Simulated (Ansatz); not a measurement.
MgPd: equation of state with PBE

Crystal: MgPd.

```
Pd Mg
1.0
     3.16000    0.00000    0.00000
     0.00000    3.16000    0.00000
     0.00000    0.00000    3.16000
Pd Mg
1 1
Cartesian
  1.5800 1.5800 1.5800
  0.0000 0.0000 0.0000
```

```json
{
  "Program": "Ansatz 0.2.0",
  "Task": "equation of state",
  "Functional": "PBE",
  "Potentials or basis": "all-electron LAPW, scalar-relativistic",
  "Basis error allowed": "0.0005 eV/atom",
  "k mesh": "8 × 8 × 8",
  "Occupations": "fermi-dirac, width 0.05 eV",
  "Spin": "no spin polarisation"
}
```

```yaml
Equilibrium_volume: 16.21 Å³/atom
Bulk_modulus: 93 GPa
Pressure_derivative_of_the_bulk_modulus: 4.6
```

Energy against volume, from the lowest point:
| volume (Å³/atom) | energy (meV/atom) |
| --- | --- |
| 14.831 | 40.09 |
| 15.146 | 22.83 |
| 15.462 | 10.75 |
| 15.777 | 3.29 |
| 16.093 | 0.00 |
| 16.408 | 0.44 |
| 16.724 | 4.22 |

All runs of the series together: 50 s on 1 thread of Arm Neoverse V1, with other jobs on the host.

PBE usually gives volumes a little too large and moduli too small. Zero-point motion and thermal expansion aren't in these numbers.
